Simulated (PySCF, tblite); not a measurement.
# C7H4NOS radical: geometry, infrared bands and EPR parameters

What infrared bands and EPR parameters should C7H4NOS radical (`[O]c1ccc2sncc2c1`) show?

Programs: tblite 0.8.0 and PySCF 2.14.0, with density-fitted response routines of our own. Each step states its level of theory. These are calculated values for one molecule in the gas phase, unless marked as measured. Atoms are numbered from 0 throughout.

## 1. Starting geometry

14 atoms, charge 0, multiplicity 2; geometry from: force field or distance geometry start.

Bonds of the start (Å): O0–C1 1.41, C1–C2 1.39, C2–C3 1.38, C3–C4 1.36, C4–S5 1.88, S5–N6 1.77, N6–C7 1.32, C7–C8 1.33, C8–C9 1.42, C9–C1 1.38, C8–C4 1.36, C2–H10 1.06, C3–H11 1.09, C7–H12 1.14, C9–H13 1.06.

## 2. Optimising the geometry with GFN2-xTB

The job: settings as JSON, then the geometry in Å.

```
{"job": {"kind": "relax", "xc": "GFN2-xTB", "basis": "xTB"}, "charge": 0, "multiplicity": 2}
O      2.461300     1.887300    -0.087900
C      1.488900     0.871700    -0.038500
C      1.915500    -0.440900     0.102800
C      0.920800    -1.389600     0.142800
C     -0.381300    -0.999500     0.080800
S     -1.993500    -1.963600     0.102500
N     -3.021300    -0.537100    -0.057600
C     -2.163800     0.461100    -0.109100
C     -0.849200     0.266000    -0.052400
C      0.167500     1.253700    -0.101900
H      2.924000    -0.763900     0.160000
H      1.176100    -2.439100     0.252800
H     -2.615400     1.505800    -0.209700
H     -0.030300     2.287600    -0.206600
```

Launch:

```sh
OMP_NUM_THREADS=1 python probes_run.py task.json out
```

The driver reads the jobs from task.json and runs them one after another.

**Question.** This job is followed by: GFN2-xTB harmonic vibrations, gas phase; UKS B3LYP, pcH-1 on C H N O S, non-relativistic, mean-field spin-orbit, GIAO. Predict these results of the whole session: strongest single infrared mode (GFN2-xTB); zero-point energy (GFN2-xTB); g(iso) (B3LYP); ⟨S²⟩; largest a(iso); potential on the surface of density 0.002 e/bohr³, 1st and 99th percentile.

The runs gave:

```
                                                                  quantity                  value
                                 strongest single infrared mode (GFN2-xTB)  1553 cm⁻¹, 198 km/mol
                                              zero-point energy (GFN2-xTB)          56.8 kcal/mol
                                                            g(iso) (B3LYP)                2.00588
                                                                      ⟨S²⟩     0.779 (exact 0.75)
                                                            largest a(iso)   13C on C1, -34.7 MHz
potential on the surface of density 0.002 e/bohr³, 1st and 99th percentile     -1.67 V and 1.55 V
```

In words: The optimisation took 22 steps and gained 1.661 eV; among the close pairs (by a distance rule), O0–C1 changed most, from 1.407 to 1.235 Å. No mode is imaginary among the 36: a minimum at this level. The strongest single mode, at 1553 cm⁻¹, moves mainly C1 and O0. Unscaled tight-binding wavenumbers are off by several per cent, some by more. Its intensities can rank the bands wrongly. The largest spin populations lie on C9 (0.42 e), O0 (0.39 e). The isotropic g lies 3.6 ppt above the free-electron value. The conformer search found further structures of the same energy, which may be mirror or relabelled copies of this one.
